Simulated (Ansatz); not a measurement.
Runs of Ansatz 0.2.0 on GaSn. It takes space group Fmmm (No. 69, orthorhombic). Conventional cell: a = 5.459 Å, b = 5.806 Å, c = 6.196 Å, α = 90.00°, β = 90.00°, γ = 90.00°. Around Ga (site symmetry mmm) lie 6 Sn at 2.73 to 3.10 Å. Sn (site symmetry mmm) is surrounded by 6 Ga at 2.73 to 3.10 Å. The cell was built by a generator and needn't be a form met in nature.

```csv
level,gap on the mesh (eV),pressure (GPa),relaxed volume (Å³/atom)
PBEsol,none,0.0,23.08
RPBE,none,0.0,25.29
revPBE,none,0.0,(a)
LDA,none,0.0,22.36
```

Alike in all rows: task relaxation of cell and atoms; potentials or basis Ansatz PAW; no spin polarisation; cell relaxed; k mesh 8 × 8 × 8; cutoff (eV) 420; smearing fermi-dirac 0.05 eV.

Fill in the values left out.

(a) 25.05.

Caveats: the plane-wave basis is chosen anew once the cell has moved, so the energies of steps on either side of that aren't comparable; the PAW data sets come from PBE, with cores solved anew for the run's functional, which leaves a small shift of forces and pressure.

A k mesh can miss the band edges, and the runs leave out spin-orbit coupling on Ga, Sn.

A gap of «none» marks a metal or a gap under the smearing width.

Runs at the PBE level aren't shown here.
